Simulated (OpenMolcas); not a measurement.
# Mo⁵⁺ among point charges: CASSCF and CASPT2 levels and susceptibility

Aim: the splitting of the states of Mo⁵⁺ in the field of 5 point charges, its lowest levels with spin-orbit coupling and its magnetic susceptibility.

The numbers are computed with OpenMolcas 26.06 (state-averaged CASSCF and CASPT2, spin-orbit coupling by RASSI with atomic mean-field integrals), except any that are marked as measured or tabulated.

## 1. Starting point

| Property | Result |
| --- | --- |
| Species | Mo⁵⁺ (molybdenum, Z = 42, 37 electrons) |
| Basis | ANO-RCC-VDZP [6s5p3d1f], 43 functions |
| Scalar Hamiltonian | DKH2, point nucleus |
| Inactive shells | 1s 2s 2p 3s 3p 3d 4s 4p |
| Active space | 1 electron in 5 orbitals (4d) |
| Some configurations of this space | 4d |
| Orbitals | optimised for each spin and parity, averaged over all roots |

Outer shells as boxes (Hund's rule):

4d
```
4d [↑ ][  ][  ][  ][  ]
```

The ion sits among 5 point charges of -2 e arranged as a square pyramid (C4v), 1.99 Å from the ion, with the axial distance 1.831 Å.

Each step is its own input file, run in one work folder so that later steps find the files of earlier ones. Labels, J, g values, rates, χT and fits are worked out afterwards by a script from the matrices that RASSI stores.

## 2. Basis and integrals

Contents of a.inp:

```
&GATEWAY
Coord
1

Mo 0.0 0.0 0.0
Basis=ANO-RCC-VDZP
Group=NoSym
NoMove
AngMom=0.0 0.0 0.0
AMFI
XField
5 Angstrom 0
1.990000 0.000000 0.000000 -2.000000
0.000000 1.990000 0.000000 -2.000000
-1.990000 0.000000 0.000000 -2.000000
0.000000 -1.990000 0.000000 -2.000000
0.000000 0.000000 1.830800 -2.000000
&SEWARD
```

Command:

```sh
$ OMP_NUM_THREADS=1 MOLCAS_MEM=1689 MOLCAS_PROJECT=a pymolcas a.inp > a.log
```

## 3. CASSCF: doublets, 5 roots

Contents of a.inp:

```
&RASSCF
FileOrb=start.orb
Symmetry=1
Spin=2
nActEl=1 0 0
Inactive=18
Ras2=5
CIRoot=5 5 1
SDav=5
CIMx=300
Iter=120 100
PrWF=0.3
OrbListing=Nothing
MaxOrb=0
>>> COPY $Project.JobIph JOB001
```

start.orb holds the contracted functions of the basis, ordered by shell, or the orbitals of the step before.

## 4. State interaction with spin-orbit coupling

Contents of a.inp:

```
&RASSI
NrOfJobIphs=1 5
1 2 3 4 5
IphNames
JOB001
EJob
SpinOrbit
DIPRint=1.0
SOCoupling=1000.0
Subsets=2
Property=9
'ANGMOM' 1 'ANGMOM' 2 'ANGMOM' 3 'MLTPL  1' 1 'MLTPL  1' 2 'MLTPL  1' 3
'AMFI' 1 'AMFI' 2 'AMFI' 3
SOProperty=3
'ANGMOM' 1 'ANGMOM' 2 'ANGMOM' 3
```

## 5. CASPT2: IPEA 0.25, imaginary shift 0.1 (closed shells correlated: 4s 4p)

Contents of a.inp:

```
>>> COPY JOB001 $Project.JobIph
&CASPT2
Multistate=5 1 2 3 4 5
NoMult
Frozen=14
IPEA=0.25
Imaginary=0.1
MaxIter=60
WThr=0.0 0.3 0.05
PrWF=0.5
NoMix
```

(Steps that only read results are left out.)

What does the calculation give? Wanted: spin-free ground state; first state of the same spin within the active space; lowest level; next level.

The runs gave:

```
                                            quantity                                                                        value
                                              method  SS-CASPT2, IPEA 0.25, imaginary shift 0.1 (closed shells correlated: 4s 4p)
                              spin-free ground state                                          doublet, 2-fold in its orbital part
first state of the same spin within the active space                                                         doublet at 2250 cm⁻¹
                                        lowest level                                                 2-fold, g = 0.26, 1.35, 1.35
                                          next level                                                                  1382.6 cm⁻¹
                                         χT at 300 K                                                               0.15 cm³ K/mol
                           effective moment at 300 K                                                                      1.09 μB
```

Cost by method:

| method | time of its own steps | time with the reference |
| --- | --- | --- |
| A. CASSCF | 1.6 s | 1.6 s |
| B. SS-CASPT2, IPEA 0.25, imaginary shift 0.1, +4s 4p | 0.62 s | 2.2 s |

Times are of one thread on a shared host.

The spin-free ground state (doublet) comes to 100 % from free-ion D terms and keeps the highest spin of the shell. χT at 300 K is 0.15, against 0.38 cm³ K/mol for the spin alone, so orbital moment lowers it. The field of point charges can differ much from that of real complexes. Point charges carry no covalency, so the field is a model and not that of real ligands.
